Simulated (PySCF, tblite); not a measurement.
# C4H8OSeSi2: geometry, infrared bands and NMR shifts

Aim: predict the infrared bands and NMR shifts of C4H8OSeSi2 (`[SiH3]O[SiH2]c1ccc[se]1`).

Programs: tblite 0.8.0 and PySCF 2.14.0, with density-fitted response routines of our own. Each step states its level of theory. These are calculated values for one molecule in the gas phase, unless marked as measured. Atoms are numbered from 0 throughout.

## (1) The starting structure

16 atoms, charge 0, multiplicity 1; geometry from: force field or distance geometry start.

Bonds of the start (Å): Si0–O1 1.70, O1–Si2 1.73, Si2–C3 1.84, C3–C4 1.34, C4–C5 1.32, C5–C6 1.36, C6–Se7 1.98, Se7–C3 2.05, Si0–H8 1.47, Si0–H9 1.47, Si0–H10 1.48, Si2–H11 1.47, Si2–H12 1.49, C4–H13 1.14, C5–H14 1.15, C6–H15 1.07.

## (2) Relaxing the molecule with GFN2-xTB

What the job is given:

```
{"job": {"kind": "relax", "xc": "GFN2-xTB", "basis": "xTB"}, "charge": 0, "multiplicity": 1}
Si    -2.741900     0.562900    -0.225500
O     -1.997700    -0.892500    -0.682700
Si    -0.952600    -1.517800     0.551000
C      0.671900    -0.659800     0.561200
C      1.126000     0.302300    -0.258700
C      2.330600     0.842600    -0.153100
C      3.220100     0.477200     0.804100
Se     2.264900    -0.921100     1.831500
H     -1.765400     1.664900    -0.199600
H     -3.353900     0.526900     1.110300
H     -3.790800     0.866100    -1.224000
H     -0.721600    -2.931900     0.222000
H     -1.597700    -1.470600     1.890900
H      0.424700     0.648700    -1.092600
H      2.665700     1.665500    -0.877300
H      4.210100     0.845400     0.998800
```

Started as:

```bash
$ OMP_NUM_THREADS=1 python probes_run.py task.json out
```

One launch serves the whole session: the jobs run in the order shown.

Standard output:

```text
step      E/eV     max force
  0    -635.89200    6.111
  1    -636.47472    2.252
  2    -636.64656    1.437
  3    -636.81054    1.327
  4    -636.87550    1.104
  5    -636.98430    0.539
  6    -637.01162    0.396
  7    -637.04265    0.421
  8    -637.06326    0.404
  9    -637.08469    0.478
 10    -637.10445    0.358
 11    -637.12400    0.420
 12    -637.13952    0.352
 13    -637.15110    0.339
 14    -637.16053    0.284
 15    -637.17092    0.257
 16    -637.18184    0.274
 17    -637.19026    0.209
 18    -637.19597    0.200
 19    -637.20092    0.153
 20    -637.20597    0.194
 21    -637.21114    0.183
 22    -637.21616    0.176
 23    -637.22096    0.204
 24    -637.22560    0.168
 25    -637.22963    0.168
 26    -637.23285    0.158
 27    -637.23608    0.163
 28    -637.24002    0.204
 29    -637.24390    0.182
 30    -637.24653    0.096
 31    -637.24792    0.086
 32    -637.24899    0.084
 33    -637.25032    0.107
 34    -637.25173    0.100
 35    -637.25289    0.060
 36    -637.25355    0.044
 37    -637.25388    0.042
 38    -637.25410    0.033
 39    -637.25429    0.037
 40    -637.25449    0.044
 41    -637.25473    0.057
 42    -637.25501    0.050
 43    -637.25530    0.040
 44    -637.25553    0.045
 45    -637.25576    0.040
 46    -637.25597    0.038
 47    -637.25616    0.040
 48    -637.25635    0.035
 49    -637.25655    0.046
 50    -637.25677    0.045
 51    -637.25700    0.042
 52    -637.25720    0.040
 53    -637.25735    0.031
 54    -637.25749    0.027
 55    -637.25764    0.036
 56    -637.25785    0.037
 57    -637.25811    0.038
 58    -637.25833    0.032
 59    -637.25844    0.019
 60    -637.25849    0.016
 61    -637.25852    0.015
 62    -637.25855    0.012
 63    -637.25859    0.016
 64    -637.25864    0.020
 65    -637.25870    0.024
 66    -637.25877    0.022
 67    -637.25882    0.018
 68    -637.25888    0.022
 69    -637.25896    0.027
 70    -637.25907    0.032
 71    -637.25925    0.046
 72    -637.25955    0.057
 73    -637.26000    0.060
 74    -637.26059    0.068
 75    -637.26120    0.058
 76    -637.26188    0.079
 77    -637.26274    0.106
 78    -637.26387    0.115
 79    -637.26505    0.088
 80    -637.26597    0.067
 81    -637.26580    0.145
 82    -637.26682    0.056
 83    -637.26714    0.041
 84    -637.26814    0.043
 85    -637.26847    0.035
 86    -637.26881    0.036
 87    -637.26898    0.048
 88    -637.26922    0.041
 89    -637.26955    0.053
 90    -637.26997    0.087
 91    -637.27017    0.036
 92    -637.27032    0.027
 93    -637.27043    0.029
 94    -637.27060    0.032
 95    -637.27076    0.034
 96    -637.27093    0.031
 97    -637.27112    0.028
 98    -637.27135    0.040
 99    -637.27165    0.051
100    -637.27202    0.053
101    -637.27238    0.049
102    -637.27261    0.033
103    -637.27275    0.064
104    -637.27293    0.027
105    -637.27306    0.026
106    -637.27325    0.032
107    -637.27334    0.028
108    -637.27343    0.020
109    -637.27349    0.016
110    -637.27354    0.019
111    -637.27358    0.023
112    -637.27363    0.020
113    -637.27366    0.013
114    -637.27369    0.011
115    -637.27371    0.012
116    -637.27374    0.014
117    -637.27377    0.016
118    -637.27380    0.011
119    -637.27381    0.011
120    -637.27383    0.013
121    -637.27385    0.012
122    -637.27388    0.013
123    -637.27390    0.013
124    -637.27392    0.012
125    -637.27395    0.013
126    -637.27399    0.020
127    -637.27405    0.019
128    -637.27413    0.020
129    -637.27419    0.022
130    -637.27424    0.019
131    -637.27428    0.015
132    -637.27432    0.014
133    -637.27435    0.019
134    -637.27442    0.020
135    -637.27451    0.017
136    -637.27452    0.042
137    -637.27462    0.042
138    -637.27468    0.018
139    -637.27472    0.017
140    -637.27477    0.011
141    -637.27493    0.017
142    -637.27503    0.018
143    -637.27481    0.074
144    -637.27513    0.021
145    -637.27518    0.016
146    -637.27527    0.030
147    -637.27535    0.020
148    -637.27553    0.025
149    -637.27563    0.037
150    -637.27575    0.038
151    -637.27588    0.025
152    -637.27604    0.021
153    -637.27615    0.019
154    -637.27619    0.020
155    -637.27625    0.019
156    -637.27632    0.020
157    -637.27639    0.025
158    -637.27647    0.023
159    -637.27656    0.029
160    -637.27663    0.022
161    -637.27671    0.043
162    -637.27683    0.026
163    -637.27697    0.027
164    -637.27717    0.036
165    -637.27731    0.039
166    -637.27763    0.054
167    -637.27813    0.062
168    -637.27871    0.063
169    -637.27935    0.085
170    -637.28005    0.079
171    -637.28086    0.059
172    -637.28131    0.047
173    -637.28184    0.054
174    -637.28234    0.037
175    -637.28271    0.034
176    -637.28303    0.051
177    -637.28342    0.050
178    -637.28370    0.040
179    -637.28384    0.040
180    -637.28395    0.022
181    -637.28401    0.018
182    -637.28404    0.011
183    -637.28406    0.009
```

Wall time 1.4 s (1 thread of Arm Neoverse V2, shared host); peak memory 0.18 GiB.

Step by step: (not every step is listed)

```
step  energy from step 0 (eV)  largest force (eV/Å)
   0                   0.0000                6.1108
   1                  -0.5827                2.2521
   2                  -0.7546                1.4371
   3                  -0.9185                1.3272
   4                  -0.9835                1.1041
   5                  -1.0923                0.5385
   6                  -1.1196                0.3957
   7                  -1.1506                0.4208
   8                  -1.1713                0.4044
  25                  -1.3376                0.1683
  42                  -1.3630                0.0501
  59                  -1.3664                0.0188
  76                  -1.3699                0.0786
  93                  -1.3784                0.0293
 110                  -1.3815                0.0193
 127                  -1.3820                0.0190
 144                  -1.3831                0.0207
 161                  -1.3847                0.0426
 178                  -1.3917                0.0396
 179                  -1.3918                0.0396
 180                  -1.3919                0.0218
 181                  -1.3920                0.0185
 182                  -1.3920                0.0108
 183                  -1.3921                0.0093
```

Distances of close pairs at the start and the end, largest changes first:

```
  bond  before (Å)  after (Å)  change (Å)
C3–Se7       2.054      1.876      -0.178
C6–Se7       1.981      1.855      -0.126
O1–Si2       1.734      1.617      -0.117
 C4–C5       1.324      1.414      +0.090
Si0–O1       1.697      1.619      -0.078
C5–H14       1.146      1.078      -0.069
C4–H13       1.143      1.078      -0.065
Si2–C3       1.837      1.879      +0.042
```

The end geometry stands in the next job.

## (3) Infrared spectrum with GFN2-xTB

What the job is given:

```
{"job": {"kind": "ir", "xc": "GFN2-xTB", "basis": "xTB"}, "charge": 0, "multiplicity": 1}
Si    -2.861016     0.592193    -0.437026
O     -2.042327    -0.507163     0.425429
Si    -0.855192    -1.398853     1.065386
C      0.792479    -0.595707     0.653106
C      1.010766     0.569366    -0.020530
C      2.363305     0.947199    -0.187212
C      3.258081     0.082492     0.356037
Se     2.425171    -1.362581     1.167894
H     -2.513491     1.913013     0.088220
H     -4.265472     0.259450    -0.223582
H     -2.454525     0.456685    -1.835224
H     -0.952790    -2.725692     0.455091
H     -1.091432    -1.401212     2.509942
H      0.193287     1.159912    -0.401701
H      2.655540     1.846584    -0.703872
H      4.330016     0.173260     0.344115
```

Standard output:

```text
mode    cm-1     km/mol
  1      20.2      0.04
  2      47.8      1.10
  3      57.5      3.65
  4      81.2      0.29
  5     114.3      2.08
  6     140.5      0.72
  7     188.9      7.41
  8     355.2      0.13
  9     363.3      8.55
 10     493.7      8.09
 11     500.4     23.29
 12     535.2     75.48
 13     557.0      9.96
 14     596.6      0.13
 15     602.9     92.74
 16     610.7     45.45
 17     619.0     27.51
 18     723.0     13.03
 19     734.7    491.84
 20     765.8     48.71
 21     769.4    236.07
 22     771.9    226.26
 23     788.4    337.27
 24     819.0     16.55
 25     822.7    264.99
 26     858.5      0.31
 27     948.0     94.86
 28    1058.9      1.59
 29    1100.6     54.63
 30    1110.6    606.48
 31    1187.4     19.17
 32    1303.0     10.40
 33    1432.5     44.61
 34    1529.9     32.22
 35    2234.3    147.06
 36    2244.1    590.52
 37    2251.4    148.71
 38    2260.7    254.76
 39    2291.2    229.41
 40    3092.0     13.90
 41    3099.9     31.86
 42    3111.0     29.75
```

Run time: 0.63 s. Hardware: 1 thread of Arm Neoverse V2, shared host; peak memory 0.18 GiB.

The strongest bands and the atoms that carry them (share of the mass-weighted mode):

```
cm⁻¹  km/mol                                 atoms
 735   491.8                    H12 34 %, H11 33 %
 769   236.1           H11 36 %, H12 35 %, H9 12 %
 788   337.3                     H8 49 %, H10 37 %
 823   265.0  H8 26 %, H9 25 %, H10 25 %, Si0 13 %
1111   606.5                               O1 74 %
2244   590.5                     H8 65 %, H10 20 %
2261   254.8                     H10 68 %, H8 21 %
2291   229.4                               H9 89 %
```

## (4) NMR shieldings: PBE0/pcSseg-1

Settings changed since step 3:

```diff
@@ -1,2 +1,2 @@
-{"job": {"kind": "ir", "xc": "GFN2-xTB", "basis": "xTB"}, "charge": 0, "multiplicity": 1}
+{"job": {"kind": "nmr", "xc": "PBE0", "basis": "pcSseg-1"}, "charge": 0, "multiplicity": 1}
 Si    -2.861016     0.592193    -0.437026
```

With the program's defaults for keys left out, this is: GIAO PBE0/pcSseg-1 NMR shielding, non-relativistic, gas phase.

Standard output:

```text
coarse grid: 65832 points
cycle   1  E = -3211.8137046995  dE =  1.921e-01  |g| = 1.066e+00  |ddm| = 4.100e+00
cycle   2  E = -3211.5653273664  dE =  2.484e-01  |g| = 1.446e+00  |ddm| = 1.946e+00
cycle   3  E = -3211.9399574719  dE = -3.746e-01  |g| = 2.404e-01  |ddm| = 1.555e+00
cycle   4  E = -3211.9514494323  dE = -1.149e-02  |g| = 6.131e-02  |ddm| = 2.750e-01
cycle   5  E = -3211.9520093728  dE = -5.599e-04  |g| = 3.481e-02  |ddm| = 8.663e-02
cycle   6  E = -3211.9523116984  dE = -3.023e-04  |g| = 4.780e-03  |ddm| = 3.189e-02
cycle   7  E = -3211.9523135962  dE = -1.898e-06  |g| = 2.981e-03  |ddm| = 6.459e-03
final grid: 135944 points
cycle   8  E = -3211.9523017880  dE =  6.373e-06  |g| = 5.693e-03  |ddm| = 8.525e-03
cycle   9  E = -3211.9522757579  dE =  2.603e-05  |g| = 1.130e-02  |ddm| = 1.625e-02
cycle  10  E = -3211.9523104909  dE = -3.473e-05  |g| = 8.055e-04  |ddm| = 1.091e-02
cycle  11  E = -3211.9523106706  dE = -1.797e-07  |g| = 7.766e-05  |ddm| = 7.870e-04
cycle  12  E = -3211.9523106714  dE = -8.104e-10  |g| = 1.722e-05  |ddm| = 5.872e-05
converged SCF energy = -3211.9523106714

GIAO shielding tensors (ppm)
atom      isotropic    diamagn.    paramagn.     s11        s22        s33       span
  0 Si     391.785     879.443    -487.657    353.535    360.367    461.453    107.918
  1 O      334.775     399.152     -64.377    253.565    360.477    390.283    136.718
  2 Si     384.413     880.225    -495.812    349.609    363.078    440.550     90.941
  3 C       33.447     261.376    -227.929    -40.157      3.656    136.843    177.000
  4 C       46.259     252.054    -205.795    -40.522     33.677    145.623    186.145
  5 C       52.876     252.526    -199.650    -29.675     41.782    146.522    176.197
  6 C       36.132     259.365    -223.232    -63.719     31.103    141.013    204.732
  7 Se    1119.813    2997.727   -1877.915    756.302   1237.974   1365.162    608.860
  8 H       26.283      30.251      -3.968     22.758     25.057     31.034      8.276
  9 H       26.419      27.678      -1.258     22.544     24.752     31.963      9.419
 10 H       26.333      30.375      -4.043     23.063     24.845     31.089      8.026
 11 H       25.961      28.917      -2.956     21.152     26.079     30.651      9.499
 12 H       25.951      28.593      -2.642     21.237     25.943     30.672      9.434
 13 H       24.087      35.339     -11.252     19.836     25.276     27.148      7.312
 14 H       24.278      30.533      -6.255     20.831     24.312     27.692      6.861
 15 H       23.556      30.233      -6.677     20.794     22.008     27.865      7.071
```

It took 43 s on 1 thread of Arm Neoverse V2, shared host; peak memory 0.88 GiB.

The references, computed at this level on geometries of the same kind, shield at (ppm): 1H TMS 31.72, 13C TMS 186.9, 29Si TMS 349.2, 17O H2O 336.1, 77Se Me2Se 1758. Their shielding less the atom's gives the shift. The references are single molecules in the gas phase, so shifts against H2O, NH3, PH3, H3PO4 or CFCl3 are not on the usual liquid scales and can be off by tens of ppm. Atoms listed in one row are averaged.

```
      atoms                                           environment  σ (ppm)  δ (ppm)
         C3                           substituted aromatic carbon     33.4    153.5
         C6                 aromatic CH next to the ring selenium     36.1    150.8
         C4                                           aromatic CH     46.3    140.7
         C5                                           aromatic CH     52.9    134.0
        H15  hydrogen on an aromatic CH next to the ring selenium    23.56     8.16
        H13                            hydrogen on an aromatic CH    24.09     7.63
        H14                            hydrogen on an aromatic CH    24.28     7.44
   H11, H12                  hydrogen on a silicon bonded to C, O    25.96     5.76
H8, H9, H10                     hydrogen on a silicon bonded to O    26.35     5.37
        Si2                           silicon bonded to C, O, 2 H    384.4    -35.3
        Si0                              silicon bonded to O, 3 H    391.8    -42.6
         O1                                 oxygen bonded to 2 Si    334.8      1.3
        Se7          selenium bonded to 2 C, in a 5-membered ring     1120      638
```

The run also stored atomic charges by several schemes (e):

```
atoms  Mulliken    IAO  Hirshfeld  ESP fit
  Si0      0.71   0.88       0.40     0.60
   O1     -0.72  -0.89      -0.30    -0.50
  Si2      0.97   1.03       0.39     0.78
   C3     -0.54  -0.49      -0.15    -0.40
   C4     -0.06  -0.16      -0.07     0.09
   C5     -0.05  -0.18      -0.07    -0.31
   C6     -0.23  -0.33      -0.09    -0.25
  Se7      0.19   0.38       0.14     0.11
```

Mayer bond orders: Si0–O1 0.91, O1–Si2 0.96, Si2–C3 0.81, C3–C4 1.58, C4–C5 1.27, C5–C6 1.58, C6–Se7 1.20, Se7–C3 1.18.

Ring of atoms C3, C4, C5, C6, Se7: NICS(0) -12.2, NICS(1) -11.2, NICS(1)zz -25.7 ppm (means of both faces).

## (5) Results

```
                                                              quantity                             value
                             strongest single infrared mode (GFN2-xTB)             1111 cm⁻¹, 606 km/mol
                                          zero-point energy (GFN2-xTB)                     61.7 kcal/mol
                                13C shifts against TMS (PBE0/pcSseg-1)    153.5, 150.8, 140.7, 134.0 ppm
1H shifts against TMS (PBE0/pcSseg-1, means over atoms taken as alike)  8.16, 7.63, 7.44, 5.76, 5.37 ppm
                               29Si shifts against TMS (PBE0/pcSseg-1)                  -35.3, -42.6 ppm
                                17O shifts against H2O (PBE0/pcSseg-1)                           1.3 ppm
                             77Se shifts against Me2Se (PBE0/pcSseg-1)                           638 ppm
```

Relaxing lowered the energy by 1.392 eV in 183 steps; the close pair that moved most is C3–Se7, from 2.054 to 1.876 Å. All 42 modes are real, so the xTB geometry is a minimum. The strongest single mode, at 1111 cm⁻¹, moves mainly O1. GFN2-xTB is a fitted tight-binding method: band positions and strengths are rough. Its intensities can rank the bands wrongly. At PBE0/pcSseg-1: The largest span, 609 ppm, is at Se7, where the paramagnetic term is -1878 ppm. NICS(1)zz of -26 ppm above the planar ring from C3 marks a diatropic (aromatic) ring current. Spin-orbit coupling is left out, which matters for shieldings and couplings at and beside the heavy atoms.
